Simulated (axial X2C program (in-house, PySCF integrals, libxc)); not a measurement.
# CrS⁻: bond curves with and without spin–orbit coupling

Aim: find the lowest determinant of CrS⁻, scan the bond at several levels and fit the constants, once spin-free and once with spin–orbit coupling.

Program: an in-house X2C program for linear molecules on PySCF integrals. Level of theory: all-electron X2C, Cr dyall-acv3z, S dyall-av3z. These are calculated values, not measurements.

## Step 1: Set-up

task.json reads:

```json
{"zs": [24, 16], "q": -1, "bas": ["dyall-acv3z", "dyall-av3z"], "levels": ["PBE0", "HF", "TPSS"], "cc": true, "r0": 2.05, "thr": -2.0, "nmax": 90, "npts": 10, "nst": 2, "ntry": 6}
```

Keys: zs atomic numbers; q charge; bas basis sets; levels methods (HF also brings MP2); cc coupled cluster on or off; r0 starting distance in Å; thr threshold in hartree for freezing inner shells (an s shell follows its p shell); nmax most natural virtual spinors; npts points asked for on the curve; nst determinants followed; ntry starts of the search.

Launch:

```bash
$ python so2c.py task.json out
```

Spin-free means the one-electron spin-free X2C Hamiltonian; two-component (2c) means X2C with spin–orbit coupling and atomic mean-field two-electron Coulomb and Gaunt terms. Basis: Cr dyall-acv3z contracted to [10s11p7d4f2g], S dyall-av3z contracted to [9s8p3d2f]; Gaussian nuclei, density fitting. Masses: Cr 51.941 u, S 31.972 u.

Notation: σ, π±, δ± give the projection m of an orbital's angular momentum (0, ±1, ±2), α and β its spin, Λ and M_S the sums; ω is the projection of a spinor's total angular momentum and Ω the sum. Logs are in hartree.

The results follow Hamiltonian by Hamiltonian and level by level.

## Step 2: Search for the lowest determinant

PBE0 moves the distance from 2.050 Å to 2.157 Å and compares determinants there.

Spin-free determinants:

```csv
ΔE (eV),state,open shells
0.00,"M_S = 5/2, Λ = 0","beyond closed shells: σα, π+α, π-α, δ+α, δ-α"
0.46,"M_S = 5/2, Λ = 1","beyond closed shells: 2 × σα, π+α, δ+α, δ-α"
0.65,"M_S = 3/2, Λ = 1","beyond closed shells: π+α, δ+α, δ-α"
1.68,"M_S = 3/2, Λ = 2","beyond closed shells: π+α, π-α, δ+α"
1.77,"M_S = 7/2, Λ = 1","beyond closed shells: 2 × σα, 2 × π+α, π+β, 2 × π-α, δ+α, δ-α"
1.82,"M_S = 5/2, Λ = 2","beyond closed shells: σα, 2 × π+α, δ+α, δ-α"
1.86,"M_S = 3/2, Λ = 0","beyond closed shells: σα, π+β, π-α, δ+α, δ-α"
```

Two-component determinants:

```csv
ΔE (eV),state,open shells
0.00,Ω = 5/2,excess of +ω over −ω: ω = 5/2
0.44,Ω = 3/2,"excess of +ω over −ω: ω = 1/2, ω = -3/2, ω = 5/2"
0.48,Ω = 7/2,"excess of +ω over −ω: 2 × ω = 1/2, ω = 5/2"
0.63,Ω = 1/2,"excess of +ω over −ω: ω = -1/2, ω = -3/2, ω = 5/2"
1.09,Ω = 3/2,"excess of +ω over −ω: 2 × ω = -1/2, ω = 5/2"
1.58,Ω = 9/2,"excess of +ω over −ω: ω = 1/2, ω = 3/2, ω = 5/2"
1.65,Ω = 1/2,excess of +ω over −ω: ω = 1/2
```

## Step 3: PBE0, spin-free

State followed: M_S = 5/2, Λ = 0 (beyond closed shells: σα, π+α, π-α, δ+α, δ-α). The scan is laid around 2.157 Å, a first estimate of the minimum, and this SCF restarts from the orbitals of the search.

Output at 2.157 Å:

```text
spin-free X2C-1e  PBE0
basis functions 186  fitting functions 1000  grid points 5080
iter        total energy     max residual
   1      -1449.849085802     5.10e-05
   2      -1449.849085874     5.37e-05
   3      -1449.849085920     2.40e-05
   4      -1449.849085927     2.24e-05
   5      -1449.849085934     1.05e-05
converged
one-electron -2194.44795022  Coulomb 725.19464911  exact exchange -18.31416839  xc functional -56.48840781  nuclear repulsion 94.20679137
```

Along the bond, energies from the lowest point:

```
R (Å)  E (eV)  μ (D)  HOMO (eV)  LUMO (eV)  iterations
2.028  0.1321  -3.80      -0.09       1.79          37
2.092  0.0268  -4.22      -0.15       1.77          37
2.157  0.0000  -4.63      -0.19       1.76           5
2.232  0.0429  -5.09      -0.21       1.73          38
2.308  0.1427  -5.51      -0.22       1.70          37
2.405  0.3248  -5.98      -0.22       1.65          37
```

Dipoles are positive if S is the positive end and refer to the centre of mass.

Outer orbitals at the reference distance:

| symmetry | occupied | ε (eV) | atomic character |
| --- | --- | --- | --- |
| σβ | yes | -11.93 | 72% S s, 10% Cr p, 9% Cr d |
| σα | yes | -11.64 | 71% S s, 10% Cr d, 10% Cr p |
| π+α | yes | -2.41 | 78% Cr d, 20% S p |
| π-α | yes | -2.41 | 78% Cr d, 20% S p |
| σα | yes | -2.34 | 58% S p, 28% Cr d, 7% Cr s |
| σβ | yes | -2.05 | 79% S p, 8% Cr d, 7% Cr s |
| δ+α | yes | -1.65 | 99% Cr d |
| δ-α | yes | -1.65 | 99% Cr d |
| π+β | yes | -1.08 | 78% S p, 12% Cr d, 6% Cr p |
| π-β | yes | -1.08 | 78% S p, 12% Cr d, 6% Cr p |
| σα | yes | -0.91 | 49% Cr s, 29% Cr d, 9% S p |
| π+α | yes | -0.19 | 57% S p, 21% Cr d, 19% Cr p |
| π-α | yes | -0.19 | 57% S p, 21% Cr d, 19% Cr p |
| σα | no | 1.76 | 71% Cr p, 21% Cr s, 5% Cr d |
| π+α | no | 1.90 | 99% Cr p |
| π-α | no | 1.90 | 99% Cr p |
| σβ | no | 1.96 | 88% Cr p, 12% Cr s |

PBE0 fields in the half plane through the axis: z from -2.4 to 4.5 Å across, distance from the axis 0.15 to 2.25 Å upwards; Cr lies at z = 0 and S at z = 2.157 Å; the ELF is damped to zero where the density is low.

log10 density (e/bohr³). Ten even steps from '0' (-4.08 ) to '9' (1.40 ):
```
011112222222222222111000
111222222222223322221100
112223333333333333322110
112233333333444444332211
122334444444445554433211
122334556554555555543221
122334677765556665543321
122335689865567986544321
```

ELF. Ten even steps from '0' (0.00 ) to '9' (0.88 ):
```
024567765322223333210000
135777765322345555421000
246777754322456777642100
245666542113578888764200
233444432112689999875310
112222455422799899986310
000001698942882117997420
000001769562863891997420
```

Re = 2.151 Å, ωe = 447 cm⁻¹, Be = 0.1842 cm⁻¹, De = 2.66 eV, μ = -4.59 D.

## Step 4: HF, spin-free

Output at 2.157 Å:

```text
spin-free X2C-1e  HF
basis functions 186  fitting functions 1000  grid points 5080
iter        total energy     max residual
   1      -1448.303183299     1.93e-01
   2      -1448.333421744     1.03e-02
   3      -1448.338212276     2.58e-02
   4      -1448.340798789     1.25e-02
   5      -1448.344293079     7.27e-03
   6      -1448.344677167     3.59e-02
   7      -1448.349756011     1.76e-02
   8      -1448.351060418     1.08e-02
   9      -1448.351985260     1.59e-03
  10      -1448.352154644     1.87e-03
  11      -1448.352224814     1.13e-03
  12      -1448.352253978     4.36e-04
  13      -1448.352266739     4.89e-04
  14      -1448.352272381     4.10e-04
  15      -1448.352273881     1.41e-04
  16      -1448.352274132     2.35e-05
  17      -1448.352274168     2.52e-05
  18      -1448.352274175     9.74e-06
  19      -1448.352274177     1.61e-06
converged
one-electron -2192.59368246  Coulomb 723.41182887  exact exchange -73.37721196  xc functional 0.00000000  nuclear repulsion 94.20679137
```

No constants are quoted: too few points lie around the minimum for a second fit to confirm the first.

## Step 5: TPSS, spin-free

Output at 2.157 Å:

```text
spin-free X2C-1e  TPSS
basis functions 186  fitting functions 1000  grid points 5080
iter        total energy     max residual
   1      -1450.260160105     3.09e-02
   2      -1450.262914713     8.91e-03
   3      -1450.264114640     4.52e-03
   4      -1450.264326466     3.57e-03
   5      -1450.264415517     2.60e-03
   6      -1450.264518415     4.51e-04
   7      -1450.264525005     2.62e-04
   8      -1450.264530079     1.72e-04
   9      -1450.264531084     1.27e-04
  10      -1450.264531340     5.20e-05
  11      -1450.264531383     1.73e-05
  12      -1450.264531389     3.83e-06
converged
one-electron -2193.99766084  Coulomb 724.70363036  exact exchange 0.00000000  xc functional -75.17729228  nuclear repulsion 94.20679137
```

Re = 2.138 Å, ωe = 447 cm⁻¹, ωexe = 1.84 cm⁻¹, Be = 0.1864 cm⁻¹, De = 3.09 eV, μ = -3.58 D.

## Step 6: Correlated methods, spin-free

Correlated methods: 13 electrons correlated (frozen shells, counted by type: Cr 3 s, 2 p; S 2 s, 1 p), 293 virtual spinors in MP2, 89 natural virtuals in coupled cluster.

Output of the correlated part at 2.157 Å:

```text
correlated 13  virtual 293  natural virtual 89  E(MP2) -0.296971828  MP2 remainder -0.018128520
iter   CCSD correlation   residual
   1     -0.288083325   1.39e-01
   2     -0.296340323   7.46e-02
   3     -0.301451122   4.84e-02
   4     -0.303348280   3.38e-02
   5     -0.305374530   2.40e-02
   6     -0.306510786   1.49e-02
   7     -0.306847757   7.99e-03
   8     -0.307139724   4.31e-03
   9     -0.307061854   2.25e-03
  10     -0.307120908   1.08e-03
  11     -0.307100267   5.68e-04
  12     -0.307108543   3.31e-04
  13     -0.307108047   1.73e-04
  14     -0.307106617   8.79e-05
  15     -0.307106676   4.68e-05
  16     -0.307106015   2.63e-05
  17     -0.307105648   1.54e-05
  18     -0.307105314   1.05e-05
  19     -0.307104851   6.87e-06
  20     -0.307104653   4.10e-06
  21     -0.307104484   2.37e-06
  22     -0.307104407   1.30e-06
  23     -0.307104377   7.56e-07
  24     -0.307104361   4.16e-07
(T) -0.017742803  T1 0.1058  D1 0.3538  max T2 0.042
```

T1 in the output is the amplitude norm over the root of the electron number; divide by √2 for the Lee–Taylor value.

MP2: Re = 2.169 Å, ωe = 445 cm⁻¹, Be = 0.1811 cm⁻¹, De = 2.42 eV.

CCSD: Re = 2.161 Å, ωe = 466 cm⁻¹, ωexe = 1.31 cm⁻¹, Be = 0.1824 cm⁻¹, De = 2.46 eV. T1 at Re = 0.075 (Lee–Taylor, the printed value over √2).

CCSD(T): Re = 2.158 Å, ωe = 462 cm⁻¹, ωexe = 1.36 cm⁻¹, Be = 0.183 cm⁻¹, De = 2.63 eV. T1 at Re = 0.075 (Lee–Taylor, the printed value over √2).

## Step 7: A higher determinant, spin-free

State: M_S = 5/2, Λ = 1 (beyond closed shells: 2 × σα, π+α, δ+α, δ-α).

Output at the reference distance:

```text
spin-free X2C-1e  PBE0
basis functions 186  fitting functions 1000  grid points 5080
iter        total energy     max residual
   1      -1449.832256345     5.84e-05
   2      -1449.832256418     7.53e-05
   3      -1449.832256454     2.06e-05
   4      -1449.832256465     1.25e-05
   5      -1449.832256470     9.62e-06
converged
one-electron -2193.23111771  Coulomb 723.95105359  exact exchange -18.30584532  xc functional -56.45313841  nuclear repulsion 94.20679137
```

```
R (Å)  E above the lowest PBE0 point (eV)
2.028                               0.631
2.092                               0.507
2.157                               0.458
2.232                               0.472
2.308                               0.540
2.405                               0.676
```

Re = 2.178 Å, ωe = 411 cm⁻¹, Be = 0.1796 cm⁻¹, μ = -0.48 D. Te = 0.46 eV.

## Step 8: The spin-free curves together

Energy (eV) of the followed determinant, spin-free, from each level's lowest point:

```csv
R (Å),PBE0,HF,MP2,CCSD,CCSD(T),TPSS
2.028,0.132,0.472,0.168,0.168,0.156,0.101
2.092,0.027,0.216,0.045,0.041,0.036,0.013
2.157,0.000,0.067,0.000,0.000,0.000,0.000
2.232,0.043,0.000,0.026,0.037,0.040,0.054
2.308,0.143,0.022,0.118,0.142,0.145,0.163
2.405,0.325,0.146,0.304,0.348,0.349,0.353
```

## Step 9: PBE0, 2c

State followed: Ω = 5/2 (excess of +ω over −ω: ω = 5/2). The scan is laid around 2.157 Å, a first estimate of the minimum, and this SCF restarts from the orbitals of the search.

Output at 2.157 Å:

```text
two-component X2C + atomic mean field  PBE0
basis functions 186  fitting functions 1000  grid points 5080
iter        total energy     max residual
   1      -1449.535418847     1.33e-05
   2      -1449.535418848     3.68e-06
converged
one-electron -2193.66598237  Coulomb 725.03008805  exact exchange -18.30980071  xc functional -56.47490515  nuclear repulsion 94.20679137  atomic mean-field constant -0.32161004
```

Along the bond, energies from the lowest point:

| R (Å) | E (eV) | μ (D) | HOMO (eV) | LUMO (eV) | iterations |
| --- | --- | --- | --- | --- | --- |
| 2.028 | 0.1326 | -3.80 | -0.07 | 1.79 | 39 |
| 2.092 | 0.0271 | -4.22 | -0.13 | 1.78 | 38 |
| 2.157 | 0.0000 | -4.63 | -0.17 | 1.76 | 2 |
| 2.232 | 0.0425 | -5.09 | -0.19 | 1.73 | 40 |
| 2.308 | 0.1420 | -5.51 | -0.20 | 1.70 | 40 |
| 2.405 | 0.3235 | -5.98 | -0.19 | 1.65 | 39 |

Dipoles are positive if S is the positive end and refer to the centre of mass.

Outer spinors at the reference distance:

| ω | occupied | ε (eV) | atomic character | λ mixture |
| --- | --- | --- | --- | --- |
| -1/2 | yes | -11.93 | 72% S s, 10% Cr p, 9% Cr d | 100% σ |
| 1/2 | yes | -11.64 | 71% S s, 10% Cr d, 10% Cr p | 100% σ |
| -1/2 | yes | -2.43 | 78% Cr d, 20% S p | 100% π |
| 3/2 | yes | -2.39 | 78% Cr d, 20% S p | 100% π |
| 1/2 | yes | -2.34 | 58% S p, 29% Cr d, 7% Cr s | 100% σ |
| -1/2 | yes | -2.05 | 79% S p, 8% Cr d, 7% Cr s | 100% σ |
| -3/2 | yes | -1.68 | 99% Cr d | 100% δ |
| 5/2 | yes | -1.61 | 99% Cr d | 100% δ |
| 1/2 | yes | -1.10 | 77% S p, 12% Cr d, 6% Cr p | 100% π |
| -3/2 | yes | -1.05 | 77% S p, 12% Cr d, 6% Cr p | 100% π |
| 1/2 | yes | -0.90 | 49% Cr s, 29% Cr d, 9% S p | 100% σ |
| -1/2 | yes | -0.21 | 57% S p, 21% Cr d, 19% Cr p | 100% π |
| 3/2 | yes | -0.17 | 57% S p, 21% Cr d, 19% Cr p | 100% π |
| 1/2 | no | 1.76 | 70% Cr p, 22% Cr s, 5% Cr d | 100% σ |
| -1/2 | no | 1.90 | 99% Cr p | 100% π |
| 3/2 | no | 1.90 | 99% Cr p | 100% π |
| -1/2 | no | 1.96 | 87% Cr p, 12% Cr s | 100% σ |

PBE0 fields in the half plane through the axis: z from -2.4 to 4.5 Å across, distance from the axis 0.15 to 2.25 Å upwards; Cr lies at z = 0 and S at z = 2.157 Å; the ELF is damped to zero where the density is low.

log10 density (e/bohr³). Ten even steps from '0' (-4.08 ) to '9' (1.40 ):
```
011112222222222222111000
111222222222223322221100
112223333333333333322110
112233333333444444332211
122334444444445554433211
122334556554555555543221
122334677765556665543321
122335689865567986544321
```

ELF. Ten even steps from '0' (0.00 ) to '9' (0.88 ):
```
024567765322223333210000
135777765322345555421000
246777754322456777642100
245666542113578888764200
233444432112689999875310
112222455422799899986310
000001698942882117997420
000001769562863891997420
```

Re = 2.151 Å, ωe = 447 cm⁻¹, Be = 0.1841 cm⁻¹, De = 2.65 eV, μ = -4.60 D.

## Step 10: HF, 2c

Output at 2.157 Å:

```text
two-component X2C + atomic mean field  HF
basis functions 186  fitting functions 1000  grid points 5080
iter        total energy     max residual
   1      -1447.989915830     1.93e-01
   2      -1448.020137542     1.03e-02
   3      -1448.024900557     2.56e-02
   4      -1448.027448686     1.23e-02
   5      -1448.030869092     7.96e-03
   6      -1448.031153313     3.65e-02
   7      -1448.036322920     1.76e-02
   8      -1448.037657255     1.11e-02
   9      -1448.038607829     1.64e-03
  10      -1448.038793082     1.79e-03
  11      -1448.038864986     1.17e-03
  12      -1448.038896044     4.40e-04
  13      -1448.038909177     4.60e-04
  14      -1448.038915242     4.23e-04
  15      -1448.038916882     1.60e-04
  16      -1448.038917174     2.49e-05
  17      -1448.038917220     2.81e-05
  18      -1448.038917233     1.49e-05
  19      -1448.038917237     1.18e-05
  20      -1448.038917240     8.36e-06
  21      -1448.038917242     7.45e-06
  22      -1448.038917243     2.77e-06
converged
one-electron -2191.80594022  Coulomb 723.24127872  exact exchange -73.35943708  xc functional 0.00000000  nuclear repulsion 94.20679137  atomic mean-field constant -0.32161004
```

No constants are quoted: too few points lie around the minimum for a second fit to confirm the first.

## Step 11: TPSS, 2c

The SCF at the reference distance of 2.157 Å:

```text
two-component X2C + atomic mean field  TPSS
basis functions 186  fitting functions 1000  grid points 5080
iter        total energy     max residual
   1      -1449.946365368     3.08e-02
   2      -1449.949112155     8.99e-03
   3      -1449.950317331     4.44e-03
   4      -1449.950531782     3.59e-03
   5      -1449.950625377     2.57e-03
   6      -1449.950724968     4.66e-04
   7      -1449.950731605     2.74e-04
   8      -1449.950736727     1.68e-04
   9      -1449.950737743     1.28e-04
  10      -1449.950738003     4.87e-05
  11      -1449.950738047     1.64e-05
  12      -1449.950738053     4.04e-06
converged
one-electron -2193.21331532  Coulomb 724.53656740  exact exchange 0.00000000  xc functional -75.15917147  nuclear repulsion 94.20679137  atomic mean-field constant -0.32161004
```

Re = 2.138 Å, ωe = 447 cm⁻¹, ωexe = 1.84 cm⁻¹, Be = 0.1864 cm⁻¹, De = 3.09 eV, μ = -3.58 D.

## Step 12: MP2 and beyond, 2c

Correlated methods: 13 electrons correlated (frozen shells, counted by type: Cr 3 s, 2 p; S 2 s, 1 p), 293 virtual spinors in MP2, 90 natural virtuals in coupled cluster.

Output of the correlated part at 2.157 Å:

```text
correlated 13  virtual 293  natural virtual 90  E(MP2) -0.296962173  MP2 remainder -0.017836099
iter   CCSD correlation   residual
   1     -0.288380758   1.39e-01
   2     -0.296646952   7.46e-02
   3     -0.301765370   4.85e-02
   4     -0.303665529   3.38e-02
   5     -0.305694186   2.40e-02
   6     -0.306827476   1.48e-02
   7     -0.307161738   7.95e-03
   8     -0.307451611   4.29e-03
   9     -0.307373725   2.24e-03
  10     -0.307432319   1.07e-03
  11     -0.307411789   5.65e-04
  12     -0.307419987   3.29e-04
  13     -0.307419475   1.72e-04
  14     -0.307418041   8.79e-05
  15     -0.307418093   4.69e-05
  16     -0.307417433   2.66e-05
  17     -0.307417066   1.56e-05
  18     -0.307416731   1.07e-05
  19     -0.307416267   6.96e-06
  20     -0.307416072   4.15e-06
  21     -0.307415905   2.39e-06
  22     -0.307415830   1.31e-06
  23     -0.307415802   7.61e-07
  24     -0.307415786   4.20e-07
(T) -0.017781980  T1 0.1057  D1 0.3535  max T2 0.042
```

MP2: Re = 2.169 Å, ωe = 444 cm⁻¹, Be = 0.1811 cm⁻¹, De = 2.39 eV.

CCSD: Re = 2.161 Å, ωe = 466 cm⁻¹, ωexe = 1.3 cm⁻¹, Be = 0.1823 cm⁻¹, De = 2.43 eV. T1 at Re = 0.075 (Lee–Taylor, the printed value over √2).

CCSD(T): Re = 2.158 Å, ωe = 462 cm⁻¹, ωexe = 1.35 cm⁻¹, Be = 0.1829 cm⁻¹, De = 2.61 eV. T1 at Re = 0.075 (Lee–Taylor, the printed value over √2).

## Step 13: A higher determinant, 2c

State: Ω = 3/2 (excess of +ω over −ω: ω = 1/2, ω = -3/2, ω = 5/2).

Output at the reference distance:

```text
two-component X2C + atomic mean field  PBE0
basis functions 186  fitting functions 1000  grid points 5080
iter        total energy     max residual
   1      -1449.519214444     1.00e-04
   2      -1449.519214445     2.74e-05
   3      -1449.519214447     3.69e-05
   4      -1449.519214451     1.26e-05
converged
one-electron -2192.45479248  Coulomb 723.79190071  exact exchange -18.30158273  xc functional -56.43992129  nuclear repulsion 94.20679137  atomic mean-field constant -0.32161004
```

```csv
R (Å),E above the lowest PBE0 point (eV)
2.028,0.615
2.092,0.490
2.157,0.441
2.232,0.454
2.308,0.521
2.405,0.656
```

Re = 2.178 Å, ωe = 410 cm⁻¹, Be = 0.1795 cm⁻¹, μ = -0.46 D. Te = 0.44 eV.

## Step 14: The 2c curves together

Energy (eV) of the followed determinant, 2c, from each level's lowest point:

```csv
R (Å),PBE0,HF,MP2,CCSD,CCSD(T),TPSS
2.028,0.133,0.472,0.168,0.168,0.157,0.101
2.092,0.027,0.217,0.045,0.041,0.036,0.013
2.157,0.000,0.067,0.000,0.000,0.000,0.000
2.232,0.043,0.000,0.026,0.036,0.039,0.054
2.308,0.142,0.021,0.117,0.141,0.145,0.162
2.405,0.323,0.145,0.304,0.347,0.349,0.352
```

The whole job took 4.6 min on 1 thread of Arm Neoverse V1, shared host; peak memory 0.84 GiB.

## Step 15: Constants

Lowest determinant that the search found at its distance, spin-free: M_S = 5/2, Λ = 0 (beyond closed shells: σα, π+α, π-α, δ+α, δ-α).

Lowest determinant that the search found at its distance, 2c: Ω = 5/2 (excess of +ω over −ω: ω = 5/2).

```tsv
Hamiltonian	level	Re (Å)	ωe (cm⁻¹)	De (eV)	μ (D)
spin-free	PBE0	2.151	447	2.66	-4.59
spin-free	MP2	2.169	445	2.42	n/a
spin-free	CCSD	2.161	466	2.46	n/a
spin-free	CCSD(T)	2.158	462	2.63	n/a
spin-free	TPSS	2.138	447	3.09	-3.58
2c	PBE0	2.151	447	2.65	-4.60
2c	MP2	2.169	444	2.39	n/a
2c	CCSD	2.161	466	2.43	n/a
2c	CCSD(T)	2.158	462	2.61	n/a
2c	TPSS	2.138	447	3.09	-3.58
```

Dipoles are positive if S is the positive end and refer to the centre of mass. No constants: spin-free HF (too few points lie around the minimum for a second fit to confirm the first); 2c HF (too few points lie around the minimum for a second fit to confirm the first).

Time per point (s) on 1 thread of Arm Neoverse V1, shared host (2c runs; CCSD comes with the CCSD(T) run); the times are rough: PBE0 1.8, MP2 1.7, CCSD(T) 9.9, TPSS 2.

At CCSD(T), going from spin-free to two-component changes Re by 0 mÅ, ωe by -0.1 %, which is small (part of it comes from the scalar share of the two-electron terms). De moves by -0.02 eV; both De rest on single-determinant atoms, which can miss part of an open shell's spin–orbit lowering.

De refers to Cr + S-, each in the lowest determinant found, which need not be this curve's own limit. Each curve is one determinant whose occupation by symmetry is held fixed; it was picked as the lowest of a PBE0 search that is not exhaustive. Dissociation energies refer to the lowest single-determinant-based atoms at the same level and basis. Density functionals use the spin component along the axis (collinear). CCSD and (T) use frozen natural virtuals with an MP2 correction for the truncation. The meta-GGAs lack a current-density term, which matters for open shells with orbital currents, atoms included. With several unpaired electrons one determinant need not be a pure state. The spin-free determinant is spin-contaminated at some levels, which hurts MP2 most. T1 at Re is 0.075 (Lee–Taylor), above the customary mark of 0.02.
